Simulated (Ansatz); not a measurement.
# ZnSb4Mo2 (element-swapped structure): how the settings move a single-point run

Question: which choices in the input matter for ZnSb4Mo2 (element-swapped structure)?

Method: reference: DFT PBE, plane waves, PAW, scalar-relativistic, no spin polarisation, in Ansatz 0.2.0.

2 further runs of the same task are left out: 1 that didn't finish, 1 set aside as unsound or not needed.

## (1) The system as given

The structure is monoclinic, space group C2/m (No. 12). The conventional cell has a = 13.879 Å, b = 3.582 Å, c = 6.447 Å, α = 90.00°, β = 115.50°, γ = 90.00°. Zn (site symmetry 2/m) is surrounded by 6 Sb at 2.58 to 2.67 Å. Sb (site symmetry m) has 2 Zn at 2.67 Å and 3 Mo at 2.74 to 2.81 Å as nearest neighbours. Around Sb (site symmetry m) lie 1 Zn at 2.58 Å and 3 Mo at 2.60 to 2.61 Å. Mo (site symmetry m) has 6 Sb at 2.60 to 2.81 Å as nearest neighbours.

Coordinates:

```cif
data_structure
_symmetry_space_group_name_H-M 'P 1'
_symmetry_Int_Tables_number 1
_cell_length_a 3.5824
_cell_length_b 7.1671
_cell_length_c 6.4465
_cell_angle_alpha 114.634
_cell_angle_beta 90.000
_cell_angle_gamma 104.473
_cell_volume 144.65
loop_
_atom_site_label
_atom_site_type_symbol
_atom_site_fract_x
_atom_site_fract_y
_atom_site_fract_z
_atom_site_occupancy
Zn1 Zn 0.00000 0.00000 0.00000 1
Sb1 Sb 0.36220 0.72440 0.02280 1
Sb2 Sb 0.63780 0.27560 0.97720 1
Sb3 Sb 0.10450 0.20900 0.44110 1
Sb4 Sb 0.89550 0.79100 0.55890 1
Mo1 Mo 0.25690 0.51380 0.30950 1
Mo2 Mo 0.74310 0.48620 0.69050 1
```

## (2) Baseline

input.yaml

```yaml
crystal:
  lattice:
    - [0.0, 3.582373, 0.0]
    - [4.038975, -1.791187, 5.643161]
    - [3.116479, 0.0, -5.643161]
  atoms:
    - { symbol: Zn, position: [0.0, 0.0, 0.0] }
    - { symbol: Sb, position: [0.3622, 0.7244, 0.0228] }
    - { symbol: Sb, position: [0.6378, 0.2756, 0.9772] }
    - { symbol: Sb, position: [0.1045, 0.209, 0.4411] }
    - { symbol: Sb, position: [0.8955, 0.791, 0.5589] }
    - { symbol: Mo, position: [0.2569, 0.5138, 0.3095] }
    - { symbol: Mo, position: [0.7431, 0.4862, 0.6905] }
  symmetry: { tolerance: 0.0003 }
kpoints:
  mp_grid: { grid: [5, 5, 3], shift: [0, 0, 0] }
magnetization:
  spin_polarized: false
scf:
  occupations: { method: cold, width: 0.021 }
hamiltonian:
  pseudopotentials: { kind: paw }
  xc: pbe
basis:
  ecutwfc: 420
output:
  forces: true
  stress: true
  eigenvalues: true
  write_density: true
  write_potential: true
  elf: true
  volumetric_format: npy
```

Started as:

```sh
> ansatz run input.yaml --threads 1 --pin off --max-ram 2560MiB --backend cpu --events-out ev --progress --plain --runs-dir out
```

## (3) Variant: eigensolver.kind davidson

Changes to input.yaml since step 2:

```diff
@@ -20,2 +20,3 @@
   occupations: { method: cold, width: 0.021 }
+  eigensolver: { kind: davidson }
 hamiltonian:
@@ -29,5 +30 @@
   eigenvalues: true
-  write_density: true
-  write_potential: true
-  elf: true
-  volumetric_format: npy
```

## (4) Changed: eigensolver.kind davidson, pseudopotentials.kind nc, basis.precision f64

Changes to input.yaml since step 2:

```diff
@@ -20,4 +20,5 @@
   occupations: { method: cold, width: 0.021 }
+  eigensolver: { kind: davidson }
 hamiltonian:
-  pseudopotentials: { kind: paw }
+  pseudopotentials: { kind: nc }
   xc: pbe
@@ -25,2 +26,3 @@
   ecutwfc: 420
+  precision: f64
 output:
@@ -29,5 +31 @@
   eigenvalues: true
-  write_density: true
-  write_potential: true
-  elf: true
-  volumetric_format: npy
```

**Question.** What will these runs give? Wanted: for each run, ending; energy change; pressure; gap; force.

**Answer**, as computed:

| run | ending | energy change | pressure (GPa) | gap (eV) | force (eV/Å) | cycles | time |
| --- | --- | --- | --- | --- | --- | --- | --- |
| reference | converged | 0 | 12.1 | 0.00 | 2.68 | 9 | 17 s |
| 1: eigensolver.kind davidson | converged | 0.0 meV/atom | 12.1 | 0.00 | 2.68 | 8 | 19 s |
| 2: eigensolver.kind davidson, pseudopotentials.kind nc, basis.precision f64 | converged | not comparable | 7.8 | 0.00 | 2.57 | 11 | 26 s |

Times don't compare one to one where runs were asked for different outputs or read a saved state (see the inputs); cycles may leave out searches for a lower state.

Residual by cycle in the longest SCF loop of each run; runs are numbered as in the table. The quantity is the density residual dr2, in eV.

| cycle | reference | run 1 | run 2 |
| --- | --- | --- | --- |
| 1 | 0.0445 | 0.0429 | 176 |
| 2 | 0.0145 | 0.0152 | 25.3 |
| 3 | 8.2e-4 | 6.3e-4 | 2.37 |
| 4 | 2.3e-4 | 2.5e-4 | 1.46 |
| 5 | 3.9e-5 | 3.0e-5 | 0.0667 |
| 6 | 5.3e-6 | 4.9e-6 | 0.00212 |
| 7 | 7.7e-7 | 6.8e-7 | 3.4e-4 |
| 8 | 1.1e-7 | 8.0e-8 | 9.2e-5 |
| 9 | 9.3e-9 | - | 1.5e-5 |
| 10 | - | - | 5.6e-7 |
| 11 | - | - | 7.9e-8 |

**Reading.** «eigensolver.kind davidson» leaves the energy as it was. Run 2 ran under the cutoff that the potentials recommend, as the log warns, so basis error is mixed into its values, and swamps them where the cutoff is far short. The structure is not at rest: the sound run finds 12 GPa, so these are no properties of the relaxed crystal. The reference has no spin polarisation; with Mo present, a magnetic state may lie lower.

Caveats on the reference run: its mesh is coarse for a cell with so small a gap or none; the structure is made up and not relaxed.
